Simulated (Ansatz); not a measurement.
# One shape, several levels: AsF3 (arsenic trifluoride)

Wanted: a comparison of 6 runs (UHF/STO-3G, CAM-B3LYP/STO-3G, HSE06/STO-3G, PBE/STO-3G, CCSDT(Q)/STO-3G, CCSD/STO-3G) of AsF3 (arsenic trifluoride). 

The results are computed with Ansatz 0.2.0.

37 further runs of the same task are left out: 10 that didn't finish, 27 set aside as unsound or not needed.

### 1 Starting point

The species is AsF3 (4 atoms), meant as a singlet with charge 0. As SMILES, `F[As](F)F`. The F4–As2 distance was set to 4.288 Å, away from the relaxed value. At this shape a bond of the SMILES string is far longer than usual.

Bond lengths: F1–As2 1.715 Å, As2–F3 1.715 Å. Angles: F1–As2–F3 95.9°.

### 2 The energy at UHF/STO-3G (run 1)

Contents of molecule.yaml:

```yaml
crystal:
  periodic: [false, false, false]
  atoms:
    - {symbol: F, position_ang: [-0.694551, -1.681608, 2.860602]}
    - {symbol: As, position_ang: [-0.710631, -2.534438, 1.372322]}
    - {symbol: F, position_ang: [0.955289, -2.943128, 1.385212]}
    - {symbol: F, position_ang: [-0.296160, 0.927580, -1.124280]}
basis:
  gaussian: {orbitals: STO-3G}
magnetization: {spin_polarized: true}
hamiltonian: {xc: hf}
accuracy: high
```

Command:

```bash
$ ansatz run molecule.yaml --threads 1 --pin off --max-ram 3480MiB --events-out events.jsonl --progress --plain --runs-dir runs
```

Standard output:

```text
Warning: RAYON_NUM_THREADS=1 ignored (pool sized by the plan → 1); use --threads N
Functional definition: HF
  name "HF"
  exchange = exact_x
  correlation = 0
498 factors; integrals over basis functions are off by at most 5.0e-8 eV
mean field evaluation 1: about -68102.7965 eV, gradient 1.6e1 eV
mean field evaluation 2: about -68102.8739 eV, gradient 1.7e1 eV
mean field evaluation 4: about -68103.4093 eV, gradient 1.5e1 eV
mean field evaluation 8: about -68099.7987 eV, gradient 5.4e0 eV
mean field evaluation 16: about -68107.0159 eV, gradient 1.4e1 eV
mean field evaluation 32: about -68118.7788 eV, gradient 2.2e-5 eV
mean field evaluation 64: about -68118.7786 eV, gradient 4.8e-4 eV
mean field evaluation 96: about -68118.7759 eV, gradient 5.7e-3 eV
mean field evaluation 128: about -68118.7786 eV, gradient 6.4e-3 eV
mean field evaluation 160: about -68118.7787 eV, gradient 2.1e-3 eV
mean field evaluation 192: about -68109.7679 eV, gradient 4.7e0 eV
mean field evaluation 224: about -68118.7773 eV, gradient 5.4e-3 eV
mean field -68118.77875298 eV, -2503.3189466054 hartree, gradient 1.3e-8 eV, S^2 1.005503; 7 other end points of the search recorded, 0 dependent functions left out
reference -68118.77875298 eV, -2503.3189466054 hartree; 30, 30 occupied and 3, 3 virtual orbitals, 498 factors
Total energy: -68118.77875298 eV, -2503.3189466054 hartree
```

Run time: 2.2 s. Hardware: 1 thread of Arm Neoverse V2, shared host; peak memory 0.13 GiB.

### 3 The energy at CAM-B3LYP/STO-3G (run 2)

Contents of input.yaml:

```yaml
crystal:
  periodic: [false, false, false]
  atoms:
    - {symbol: F, position_ang: [-0.694551, -1.681608, 2.860602]}
    - {symbol: As, position_ang: [-0.710631, -2.534438, 1.372322]}
    - {symbol: F, position_ang: [0.955289, -2.943128, 1.385212]}
    - {symbol: F, position_ang: [-0.296160, 0.927580, -1.124280]}
basis:
  gaussian:
    orbitals: STO-3G
hamiltonian:
  xc: {name: CAM-B3LYP}
accuracy: high
```

Command:

```bash
$ ansatz run input.yaml --threads 1 --pin off --max-ram 3480MiB --events-out events.jsonl --progress --plain --runs-dir runs
```

Standard output:

```text
Warning: RAYON_NUM_THREADS=1 ignored (pool sized by the plan → 1); use --threads N
Functional definition: CAM-B3LYP
  name "CAM-B3LYP"
  parameter alpha = 0.19
  parameter beta = 0.46
  parameter omega = 0.33/bohr
  parameter ac = 0.81
  exchange = (1 - alpha - beta)*b88_x + beta*b88_x_sr(omega) + alpha*exact_x + beta*exact_x_lr(omega)
  correlation = (1 - ac)*vwn5_c + ac*lyp_c
498 factors; integrals over basis functions are off by at most 5.0e-8 eV
169 factors; integrals over basis functions are off by at most 1.9e-9 eV
mean field evaluation 1: about -68166.0565 eV, gradient 2.1e1 eV
mean field evaluation 2: about -67792.4916 eV, gradient 5.9e0 eV
mean field evaluation 4: about -68160.3467 eV, gradient 4.5e1 eV
mean field evaluation 8: about -68176.4917 eV, gradient 4.1e-2 eV
mean field evaluation 16: about -68172.4590 eV, gradient 2.5e1 eV
mean field evaluation 32: about -68176.4981 eV, gradient 6.0e-2 eV
mean field -68176.50184451 eV, -2505.4402310930 hartree, gradient 2.7e-8 eV, S^2 0.000000; 4 other end points of the search recorded, 0 dependent functions left out
reference -68176.50185571 eV, -2505.4402315047 hartree; 30, 30 occupied and 3, 3 virtual orbitals, 498 factors
Total energy: -68176.50185571 eV, -2505.4402315047 hartree
```

Run time: 3 s. Hardware: 1 thread of Arm Neoverse V2, shared host; peak memory 0.12 GiB.

### 4 The energy at HSE06/STO-3G (run 3)

Contents of job.yaml:

```yaml
crystal:
  periodic: [false, false, false]
  atoms:
    - {symbol: F, position_ang: [-0.694551, -1.681608, 2.860602]}
    - {symbol: As, position_ang: [-0.710631, -2.534438, 1.372322]}
    - {symbol: F, position_ang: [0.955289, -2.943128, 1.385212]}
    - {symbol: F, position_ang: [-0.296160, 0.927580, -1.124280]}
basis:
  gaussian:
    orbitals: STO-3G
hamiltonian:
  xc: {name: HSE06}
accuracy: high
```

Command:

```bash
$ ansatz run job.yaml --threads 1 --pin off --max-ram 3480MiB --events-out events.jsonl --progress --plain --runs-dir runs
```

Standard output:

```text
Warning: RAYON_NUM_THREADS=1 ignored (pool sized by the plan → 1); use --threads N
Functional definition: HSE06
  name "HSE06"
  parameter a = 0.25
  parameter omega = 0.11/bohr
  exchange = pbe_x - a*pbe_x_sr(omega) + a*exact_x_sr(omega)
  correlation = pbe_c
498 factors; integrals over basis functions are off by at most 5.0e-8 eV
57 factors; integrals over basis functions are off by at most 6.8e-10 eV
mean field evaluation 1: about -68155.9916 eV, gradient 1.8e1 eV
mean field evaluation 2: about -67781.9386 eV, gradient 5.8e0 eV
mean field evaluation 4: about -68149.0377 eV, gradient 4.7e1 eV
mean field evaluation 8: about -68166.4098 eV, gradient 3.0e-1 eV
mean field evaluation 16: about -68166.4365 eV, gradient 2.4e-5 eV
mean field evaluation 32: about -68165.8871 eV, gradient 9.8e0 eV
mean field -68166.43651431 eV, -2505.0703370307 hartree, gradient 2.6e-8 eV, S^2 0.000000; 4 other end points of the search recorded, 0 dependent functions left out
reference -68166.43651560 eV, -2505.0703370780 hartree; 30, 30 occupied and 3, 3 virtual orbitals, 498 factors
Total energy: -68166.43651560 eV, -2505.0703370780 hartree
```

Wall time 4.2 s (1 thread of Arm Neoverse V2, shared host); peak memory 0.12 GiB.

Runs 4 to 5 aren't shown in full; the table further down has their settings and results.

### 5 A single-point energy at CCSD/STO-3G (run 6)

input.yaml, as its differences from that of step 3:

```diff
@@ -10,4 +10,8 @@
     orbitals: STO-3G
-hamiltonian:
-  xc: {name: CAM-B3LYP}
+total_charge: 0
+correlation:
+  method: ccsd
+  frozen_orbitals: {As: 9, F: 1}
 accuracy: high
+scf:
+  omitted_lower_state_checks: [cluster_reference, increment]
```

Command:

```bash
$ ansatz run input.yaml --threads 1 --pin off --max-ram 3480MiB --events-out events.jsonl --progress --plain --runs-dir runs
```

Standard output:

```text
Warning: RAYON_NUM_THREADS=1 ignored (pool sized by the plan → 1); use --threads N
[... 14 lines left out ...]
12 core orbitals not correlated: weight in the atoms' cores, before any rotation towards them, 1.000 or more for the frozen orbitals, at most 0.000 for the correlated occupied ones
[... 94 lines left out ...]
WARN: these amplitudes may be one of several solutions (largest doubles amplitude 0.99, level shift 19.44 eV)
Total energy: -68120.56214420 eV, -2503.3844850240 hartree
Checks for a lower state left out: cluster_reference, increment
```

Wall time 1.4 s (1 thread of Arm Neoverse V2, shared host).

### 6 All runs side by side

```tsv
run	level	frozen core orbitals	energy (Eh)	wall time
1	UHF/STO-3G	–	-2503.318947	2.2 s
2	CAM-B3LYP/STO-3G	–	-2505.440232	3 s
3	HSE06/STO-3G	–	-2505.070337	4.2 s
4	PBE/STO-3G	–	-2504.883374	3.3 s
5	CCSDT(Q)/STO-3G	12	-2503.403723	6.3 s
6	CCSD/STO-3G	12	-2503.384485	1.4 s
```

### 7 Summary of results

```
                                           quantity           value
                                run 6: total energy  -2503.38449 Eh
run 6: correlation energy (12 core orbitals frozen)      -347.2 mEh
                               run 6: T1 diagnostic           0.042
```

Below the UHF energy at the same shape and in the same basis (STO-3G): CCSDT(Q) -84.8 mEh; CCSD -65.5 mEh. Some of these start from another determinant than that one, so these aren't their correlation energies. Totals of different functionals can't be ranked against each other. In run 6 the T1 diagnostic is large, so a single reference may not serve. In runs 5, 6 the log says that unrestricted orbitals would lower the reference, so the values rest on an unstable closed-shell determinant (other closed-shell runs at this shape may share the fault). In runs 1, 2, 3, 4, 5, 6 the basis is minimal, so the values are rough. In runs 2, 3, 4, 6 a closed-shell determinant meets a far-stretched bond, which it describes badly. Spin contamination of the reference: run 1 ⟨S²⟩ = 1.01. Where it is this large, the reference is a mixture of spin states, and values that rest on it are in doubt. All runs together took 20 s, the longest 6.3 s.
